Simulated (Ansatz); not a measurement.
Relaxation of a periodic cell of 17 atoms, HC16 (host C, host structure diamond, interstitial H), to a largest force component of 0.03 eV/Å in at most 60 steps.

These are results of DFT r2SCAN-D3(BJ), scalar-relativistic, plane waves, PAW (Ansatz), not measurements. Settings: PAW set soft_1, cutoff 500 eV, k mesh 3x3x3, fermi-dirac smearing 0.02 eV, spin collinear.

```xyz
17
Lattice="0.0000 3.5700 3.5700 3.5700 0.0000 3.5700 3.5700 3.5700 0.0000" Properties=species:S:1:pos:R:3:forces:R:3
C 0.000 0.000 0.000 -0.08 0.07 -0.05
C 0.892 0.892 0.892 0.04 1.29 0.05
C 1.785 1.785 0.000 -0.09 0.09 0.05
C 2.678 2.678 0.892 -1.28 -0.04 0.05
C 1.785 0.000 1.785 0.12 0.07 0.13
C 2.678 0.892 2.678 -0.09 0.10 -0.16
C 3.570 1.785 1.785 -0.07 -0.12 0.13
C 4.463 2.678 2.678 0.01 -0.01 0.96
C 0.000 1.785 1.785 0.05 0.08 -0.09
C 0.892 2.678 2.678 0.03 -0.04 -1.40
C 1.785 3.570 1.785 -0.08 -0.05 -0.09
C 2.678 4.463 2.678 0.01 -0.01 0.01
C 1.785 1.785 3.570 0.13 -0.13 -0.06
C 2.678 2.678 4.463 1.04 0.00 0.02
C 3.570 3.570 3.570 0.08 -0.08 0.07
C 4.463 4.463 4.463 0.00 -1.03 0.02
H 4.432 6.281 4.405 0.19 -0.20 0.34
```

Problem. Where does it end, and by what steps?

Solution. The run converged. Limits of this set-up: a small cell, in which the defect meets its images. After 3 steps the energy has fallen by 0.093 eV; H17 moved furthest, 0.07 Å.

```
step  energy less start (eV)  largest force component (eV/Å)  accepted
   0                  0.0000                           1.397       yes
   1                 -0.0728                           0.449       yes
   2                 -0.0902                           0.115       yes
   3                 -0.0934                           0.004       yes
```

```xyz
17
Lattice="0.0000 3.5700 3.5700 3.5700 0.0000 3.5700 3.5700 3.5700 0.0000" Properties=species:S:1:pos:R:3
C -0.005 0.005 -0.007
C 0.891 0.916 0.889
C 1.780 1.790 0.000
C 2.655 2.679 0.889
C 1.786 0.005 1.785
C 2.676 0.894 2.674
C 3.565 1.784 1.785
C 4.461 2.679 2.695
C 0.001 1.790 1.778
C 0.891 2.679 2.653
C 1.780 3.569 1.778
C 2.676 4.464 2.674
C 1.786 1.784 3.563
C 2.697 2.679 4.459
C 3.571 3.569 3.570
C 4.461 4.443 4.459
H 4.460 6.250 4.459
```

Whether the end is a true minimum wasn't checked by a vibrational analysis.

Time of the run: 49 s on 2 threads of Intel(R) Xeon(R) 6975P-C (Granite Rapids), on a shared host, peak memory 0.69 GiB.
